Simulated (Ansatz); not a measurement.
# Molecular dynamics of WC

Input:

```yaml
accuracy: low
crystal:
  lattice:
    - [-2.84482, -4.927373, 0.0]
    - [4.26723, -2.463686, 0.0]
    - [0.0, 0.0, 5.58812]
  atoms:
    - { symbol: W, position: [0.79683687, 0.51336381, 0.03781042] }
    - { symbol: C, position: [0.53408151, 0.67195958, 0.2431055] }
    - { symbol: W, position: [0.7941351, 0.49519892, 0.53453999] }
    - { symbol: C, position: [0.53658571, 0.61962653, 0.78257578] }
    - { symbol: W, position: [0.53594335, -0.03951195, -0.02902145] }
    - { symbol: C, position: [0.28770487, 0.1650176, 0.27931191] }
    - { symbol: W, position: [0.51453437, -0.07264991, 0.50882762] }
    - { symbol: C, position: [0.27118238, 0.18026189, 0.69815674] }
    - { symbol: W, position: [0.281474, 0.48315287, -0.01738637] }
    - { symbol: C, position: [0.03636369, 0.67115989, 0.28032687] }
    - { symbol: W, position: [0.27355313, 0.50257841, 0.49104889] }
    - { symbol: C, position: [0.04900382, 0.63191982, 0.79176793] }
    - { symbol: W, position: [0.05455075, -0.00440512, 0.00022331] }
    - { symbol: C, position: [0.74795995, 0.12815623, 0.24141277] }
    - { symbol: W, position: [0.01908514, 0.00474761, 0.50676894] }
    - { symbol: C, position: [0.83333109, 0.19575989, 0.78358455] }
basis:
  ecutwfc: 420.0
kpoints:
  mp_grid: { grid: [2, 2, 2] }
hamiltonian:
  xc: pbesol
  pseudopotentials: { kind: paw, azcp: { folder: soft_1 } }
scf:
  occupations: { method: fermi_dirac, width: 0.36 }
  lower_state_search: "off"
md:
  timestep: 0.75
  n_steps: 190
  ensemble: npt_langevin
  temperature: 2940.0
  initial_velocities: maxwell_boltzmann
  seed: 68342
  friction: 0.01
  pressure: 10.0
  fix_cell: [shape]
```

Command:

```bash
$ ansatz run input.yaml --threads 1 --pin off --max-ram 3072MiB --backend cpu --events-out ev --progress --plain --runs-dir out
```

It goes on from the last frame of an earlier run, with new velocities.

Output, in part (step lines):

```
md step     0: t =     0.00 fs  T =  2756.2 K  F+E_penalty+E_count = -84028.97465588 eV  E_kin = 5.700366 eV  conserved = -84014.77661919 eV  P_inst = 46.3281 GPa  V = 156.6628 Å³  selection 1  (9 SCF iters)
md step     1: t =     0.75 fs  T =  2912.8 K  F+E_penalty+E_count = -84029.05410958 eV  E_kin = 6.024213 eV  conserved = -84014.77712154 eV  P_inst = 46.2211 GPa  V = 156.6823 Å³  selection 1  (6 SCF iters)
md step     2: t =     1.50 fs  T =  2966.7 K  F+E_penalty+E_count = -84029.18750274 eV  E_kin = 6.135590 eV  conserved = -84014.77751439 eV  P_inst = 45.7577 GPa  V = 156.7365 Å³  selection 1  (6 SCF iters)
md step     3: t =     2.25 fs  T =  2949.7 K  F+E_penalty+E_count = -84029.36750603 eV  E_kin = 6.100531 eV  conserved = -84014.77816208 eV  P_inst = 44.9832 GPa  V = 156.8326 Å³  selection 1  (6 SCF iters)
md step     4: t =     3.00 fs  T =  3068.9 K  F+E_penalty+E_count = -84029.56872113 eV  E_kin = 6.346980 eV  conserved = -84014.77823487 eV  P_inst = 44.3009 GPa  V = 156.9516 Å³  selection 1  (6 SCF iters)
md step     5: t =     3.75 fs  T =  3167.0 K  F+E_penalty+E_count = -84029.76897319 eV  E_kin = 6.549852 eV  conserved = -84014.77862724 eV  P_inst = 43.6133 GPa  V = 157.0719 Å³  selection 1  (5 SCF iters)
md step     6: t =     4.50 fs  T =  3394.6 K  F+E_penalty+E_count = -84029.96988143 eV  E_kin = 7.020601 eV  conserved = -84014.77902157 eV  P_inst = 43.0919 GPa  V = 157.2118 Å³  selection 1  (5 SCF iters)
md step     7: t =     5.25 fs  T =  3480.1 K  F+E_penalty+E_count = -84030.18209270 eV  E_kin = 7.197490 eV  conserved = -84014.77969544 eV  P_inst = 42.3032 GPa  V = 157.3749 Å³  selection 1  (5 SCF iters)
[... lines left out ...]
```

The steps, from the saved trajectory:

```csv
time (fs),T (K),potential energy less start (eV),conserved less start (meV/atom),P (GPa),volume (Å³)
0,2756,0.000,0.00,46.3,156.7
4.5,3395,-0.995,-0.15,43.1,157.2
9,3955,-1.913,-0.23,38.8,158.5
13.5,3827,-1.926,-0.26,34.9,160.2
18,3162,-1.082,-0.11,30.4,162.6
22.5,2619,-0.701,-0.05,23.5,165.6
27,3240,-1.227,-0.19,14.9,169.0
31.5,3967,-1.716,-0.29,5.8,172.6
36,3895,-1.149,-0.22,0.1,175.8
40.5,3145,-0.074,-0.04,-4.2,179.1
45,2951,0.120,-0.09,-9.6,182.6
49.5,3292,-0.576,-0.23,-16.2,185.6
54,3163,-0.762,-0.29,-20.9,187.8
58.5,2843,0.092,-0.23,-21.5,188.8
63,2408,1.219,-0.01,-18.4,188.1
67.5,1849,1.287,0.04,-15.6,186.5
72,2341,0.504,-0.02,-13.6,184.7
76.5,2578,-0.639,-0.07,-11.9,182.4
81,2968,-1.422,-0.10,-8.6,179.9
85.5,3040,-1.659,-0.10,-3.2,177.1
90,2725,-1.629,-0.08,3.8,173.8
94.5,3041,-1.870,-0.06,10.9,170.7
99,3510,-2.473,-0.16,15.6,168.2
103.5,3839,-2.950,-0.18,20.0,165.8
108,3585,-2.889,-0.22,23.5,163.9
112.5,3219,-2.648,0.06,25.9,162.6
117,3569,-3.439,0.02,26.7,161.3
121.5,4465,-4.964,-0.29,25.7,160.6
126,4650,-4.689,-0.36,27.6,160.3
130.5,3805,-2.139,-0.01,32.7,160.3
135,3016,-0.438,0.06,35.0,160.8
139.5,3346,-0.919,-0.17,31.5,161.9
```

All steps were run. The conserved energy stayed within 0.45 meV per atom of its start (net change -0.27 meV per atom), so the integration is sound. The mean temperature of the second half is 14 % above the set value. A run of 0.14 ps of so small a system gives no equilibrium averages. Limits of this set-up: coarse k mesh, PAW files made for another functional, low accuracy level. The cell's volume went from 157 to 163 Å³.

Mean squared displacements from the first frame to the last, about the centre of mass, the cell's change included: W 0.05 Å², C 0.10 Å².

Last frame:

```xyz
16
Lattice="-2.8834 -4.9943 0.0000 4.3252 -2.4971 0.0000 0.0000 0.0000 5.6640" Properties=species:S:1:pos:R:3
W -0.249 -5.148 -0.092
C 1.273 -4.073 1.304
W -0.189 -5.075 2.848
C 1.091 -4.023 4.506
W -1.698 -2.566 -0.147
C 0.035 -1.821 1.517
W -1.576 -2.510 2.774
C -0.066 -1.723 4.068
W 1.470 -2.428 -0.006
C 2.679 -1.817 1.412
W 1.519 -2.792 2.794
C 2.511 -1.614 4.132
W -0.130 -0.249 0.105
C -1.489 -4.344 1.486
W -0.214 -0.158 2.820
C -1.794 -4.164 4.184
```

The run took 32 min on 1 thread of Arm Neoverse N1, on a shared host, peak memory 0.7 GiB.
